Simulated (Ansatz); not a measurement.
# AlF3H2Si: basis-set convergence

An exercise on one series of results from a longer session: the logs are not shown, and one member is left open.

The runs use Ansatz 0.2.0, Gaussian basis; one geometry, several basis sets.

Plan: PBE0-D4/def2-SVP; ωB97M-V/def2-SVP; PBE0-D4/def2-QZVPP; ωB97M-V/def2-QZVPP; the functionals' def2-TZVPP values are taken from earlier runs.

## Structure used throughout

The geometry comes from an earlier relaxation with PBE0-D4 in a triple-zeta def2 set; it is a stationary point, not always the lowest conformer.

SMILES `F[Si](F)(F)[AlH2]`, 7 atoms, charge 0, spin multiplicity 1.

Atoms are counted from 1 here; the program's logs count them from 0.

Bond lengths: F1–Si2 1.588 Å, Si2–F3 1.589 Å, Si2–F4 1.589 Å, Si2–Al5 2.466 Å, Al5–H6 1.581 Å, Al5–H7 1.582 Å. Angles: F1–Si2–F3 106.0°, F1–Si2–F4 106.0°, F1–Si2–Al5 114.0°, F3–Si2–F4 106.3°, F3–Si2–Al5 112.0°, F4–Si2–Al5 112.1°, Si2–Al5–H6 119.7°, Si2–Al5–H7 118.1°, H6–Al5–H7 122.2°.

Set-up of the first run:

Contents of in.yaml:

```yaml
crystal:
  periodic: [false, false, false]
  atoms:
    - {symbol: F, position_ang: [0.581583, -0.848635, 1.954292]}
    - {symbol: Si, position_ang: [0.480824, -0.822443, 0.370206]}
    - {symbol: F, position_ang: [-0.248779, -2.172429, -0.043452]}
    - {symbol: F, position_ang: [1.972902, -0.939812, -0.164322]}
    - {symbol: Al, position_ang: [-0.671255, 1.163893, -0.528128]}
    - {symbol: H, position_ang: [-1.237482, 2.257781, 0.463441]}
    - {symbol: H, position_ang: [-0.816592, 1.293647, -2.097735]}
basis:
  gaussian: {orbitals: def2-SVP}
hamiltonian: {xc: pbe0, dispersion: d4}
output: {orbitals: {seedname: orbitals}}
```

On the command line:

```bash
$ ansatz run in.yaml --threads 2 --pin off --events-out ev --progress --plain --max-ram 4352MiB
```

Steps of the session up to this table: PBE0-D4 in def2-SVP; ωB97M-V in def2-SVP; PBE0-D4 in def2-QZVPP; ωB97M-V in def2-QZVPP.

One of the session's tables, all rows but one given; the rest of the session is left out.

It belongs to the step «Functionals by basis». 

```
functional       basis  HOMO (eV)  LUMO (eV)
   PBE0-D4    def2-SVP      -8.49      -2.66
   PBE0-D4  def2-TZVPP          ?          ?
   PBE0-D4  def2-QZVPP      -8.57      -2.70
   ωB97M-V    def2-SVP     -10.51      -0.94
   ωB97M-V  def2-TZVPP     -10.61      -1.01
   ωB97M-V  def2-QZVPP     -10.63      -1.08
```

Estimate the missing values for PBE0-D4, def2-TZVPP.

As computed: HOMO (eV): -8.55; LUMO (eV): -2.68. In the column «HOMO (eV)» it lies between PBE0-D4, def2-QZVPP (-8.57) and PBE0-D4, def2-SVP (-8.49).
